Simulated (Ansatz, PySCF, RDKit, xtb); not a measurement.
# C3H7NO2Si: ranking a sample of isomers, part 3 of 3

A sample of isomers of C3H7NO2Si is drawn. Aim: find which of them has the lowest free energy at 298.15 K, then its properties. The sample is small against all isomers, and the most stable one of this formula need not be in it.

xtb, Ansatz and PySCF; isolated molecules.

**16. The cation at the same geometry (PBE0/def2-SVPD)**

input.yaml reads:

```yaml
crystal:
  periodic: [false, false, false]
  atoms:
    - {symbol: C, position_ang: [1.072251, -1.074340, -1.116616]}
    - {symbol: C, position_ang: [-0.168349, -0.576966, -0.957727]}
    - {symbol: C, position_ang: [-0.515083, 0.890126, -0.672999]}
    - {symbol: N, position_ang: [-3.631513, -0.999753, 0.662229]}
    - {symbol: O, position_ang: [-1.892149, 0.982889, -0.321197]}
    - {symbol: O, position_ang: [-1.299009, -1.344666, -1.048284]}
    - {symbol: Si, position_ang: [-2.712650, -0.449844, -0.663333]}
    - {symbol: H, position_ang: [1.945053, -0.413078, -1.026546]}
    - {symbol: H, position_ang: [1.227715, -2.137152, -1.346064]}
    - {symbol: H, position_ang: [-0.310832, 1.515379, -1.573507]}
    - {symbol: H, position_ang: [0.109591, 1.289444, 0.154778]}
    - {symbol: H, position_ang: [-3.626613, -0.429337, -1.842368]}
    - {symbol: H, position_ang: [-3.260149, -1.093907, 1.608516]}
    - {symbol: H, position_ang: [-4.538163, -1.450639, 0.539518]}
basis:
  gaussian:
    orbitals: def2-SVPD
hamiltonian:
  xc: {name: PBE0}
magnetization:
  spin_polarized: true
  initial_magnetization: 1
total_charge: 1
```

Run with:

```
$ ansatz run input.yaml --threads 4 --pin off --max-ram 7830MiB --events-out events.jsonl --progress --plain --runs-dir runs
```

The log of the run, shortened:

```text
Warning: RAYON_NUM_THREADS=4 ignored (pool sized by the plan → 4); use --threads N
Functional definition: PBE0
  name "PBE0"
[...]
1745 factors; their error is unknown
[...]
mean field -16658.92083043 eV, -612.2040486962 hartree, gradient 4.0e-5 eV, S^2 0.758639; 2 other end points of the search recorded, 0 dependent functions left out
reference -16658.92086960 eV, -612.2040501355 hartree; 31, 30 occupied and 175, 176 virtual orbitals, 1745 factors
Total energy: -16658.92086960 eV, -612.2040501355 hartree
```

Run time: 6.3 s. Hardware: 4 threads of Arm Neoverse V2, shared host; peak memory 0.84 GiB.

Difference from the parent: 8.52 eV.

**17. The anion at the same geometry (PBE0/def2-SVPD)**

input.yaml, as its differences from that of step 16:

```diff
@@ -6,3 +6,3 @@
     - {symbol: C, position_ang: [-0.515083, 0.890126, -0.672999]}
-    - {symbol: N, position_ang: [-3.631513, -0.999753, 0.662229]}
+    - {symbol: "N", position_ang: [-3.631513, -0.999753, 0.662229]}
     - {symbol: O, position_ang: [-1.892149, 0.982889, -0.321197]}
@@ -20,4 +20,3 @@
     orbitals: def2-SVPD
-hamiltonian:
-  xc: {name: PBE0}
+total_charge: -1
 magnetization:
@@ -25,2 +24,5 @@
   initial_magnetization: 1
-total_charge: 1
+hamiltonian:
+  xc: {name: PBE0}
+scf:
+  lower_state_search: "off"
```

Run with:

```
$ ansatz run input.yaml --threads 4 --pin off --max-ram 7830MiB --events-out events.jsonl --progress --plain --runs-dir runs
```

The log of the run, shortened:

```text
Warning: RAYON_NUM_THREADS=4 ignored (pool sized by the plan → 4); use --threads N
[... 2 set-up lines as earlier in the session ...]
[...]
1745 factors; their error is unknown
[...]
mean field -16665.92610699 eV, -612.4614878615 hartree, gradient 5.3e-6 eV, S^2 0.750363; 0 other end points of the search recorded, 0 dependent functions left out
reference -16665.92615276 eV, -612.4614895435 hartree; 32, 31 occupied and 174, 175 virtual orbitals, 1745 factors
Total energy: -16665.92615276 eV, -612.4614895435 hartree
Checks for a lower state left out: stability, starts, cluster_reference, orbital_swaps, neighbouring_geometries, increment
```

It took 6 s on 4 threads of Arm Neoverse V2, shared host; peak memory 0.77 GiB.

Parent less the species with the added electron: -1.52 eV. The extra electron isn't bound at this geometry, so the number measures the basis, not the molecule.

**18. The triplet at the same geometry (PBE0/def2-SVPD)**

input.yaml, as its differences from that of step 17:

```diff
@@ -20,9 +20,6 @@
     orbitals: def2-SVPD
-total_charge: -1
 magnetization:
   spin_polarized: true
-  initial_magnetization: 1
+  initial_magnetization: 2
 hamiltonian:
   xc: {name: PBE0}
-scf:
-  lower_state_search: "off"
```

Run with:

```
$ ansatz run input.yaml --threads 4 --pin off --max-ram 7830MiB --events-out events.jsonl --progress --plain --runs-dir runs
```

The log of the run, shortened:

```text
Warning: RAYON_NUM_THREADS=4 ignored (pool sized by the plan → 4); use --threads N
[... 2 set-up lines as earlier in the session ...]
[...]
1745 factors; their error is unknown
[...]
mean field -16663.47633637 eV, -612.3714604515 hartree, gradient 5.4e-5 eV, S^2 2.008332; 0 other end points of the search recorded, 0 dependent functions left out
reference -16663.47637593 eV, -612.3714619054 hartree; 32, 30 occupied and 174, 176 virtual orbitals, 1745 factors
Total energy: -16663.47637593 eV, -612.3714619054 hartree
```

It took 5.7 s on 4 threads of Arm Neoverse V2, shared host; peak memory 0.84 GiB.

It lies 3.97 eV above the singlet.

**19. What came out**

What follows sums up all 3 parts.

```
                                           quantity                                                                     value
                             lowest structure found                                                C=C1CO[Si@H](N)O1, singlet
                                      next finalist                   C[C@H](C#N)O[SiH2]O, singlet, 11.4 kcal/mol higher in G
          share at equilibrium, among the finalists                                                                   100.0 %
                                             funnel  42 starts, 40 minima at GFN2-xTB, 10 screening runs, 3 relaxed, 3 ranked
                               CPU time of all runs                                                                    11 min
                     dipole moment (PBE0/def2-SVPD)                                                                    1.45 D
                       HOMO energy (PBE0/def2-SVPD)                                                                  -6.51 eV
                       LUMO energy (PBE0/def2-SVPD)                                                                   0.41 eV
                     HOMO–LUMO gap (PBE0/def2-SVPD)                                                                   6.92 eV
              lowest excitation (TD-PBE0/def2-SVPD)                                                       5.97 eV (f = 0.005)
       strongest of the states computed, same level                                                       6.57 eV (f = 0.240)
lowest triplet excitation, same level, Tamm-Dancoff                                                                   4.01 eV
                         vertical ionisation energy                                                                   8.52 eV
                         vertical electron affinity                        -1.52 eV (unbound: the value depends on the basis)
                      vertical triplet less singlet                                                                  +3.97 eV
```

**Reading.** The search ends on `C=C1CO[Si@H](N)O1`. The margin of 11.4 kcal/mol over the next finalist is beyond the usual error of the last level; it says nothing of structures that weren't ranked. GFN2-xTB, HF/STO-3G, r2SCAN-D4/def2-SVP, PBE-D3(BJ)/def2-SVP, HF/def2-SVP and MP2/def2-SVP already put its bonding pattern lowest among the structures in one piece. The largest share of the time went into the final energies (40 %). 2 minima inside the window were never screened. Lowest found is not proven lowest: the search is finite, and each finalist counts with one conformer. Only 14 drawn patterns were tried, so whole families of isomers are missing, and the result ranks this sample alone. The lowest isomer need not be the one that is made and kept in a bottle, which depends on barriers.
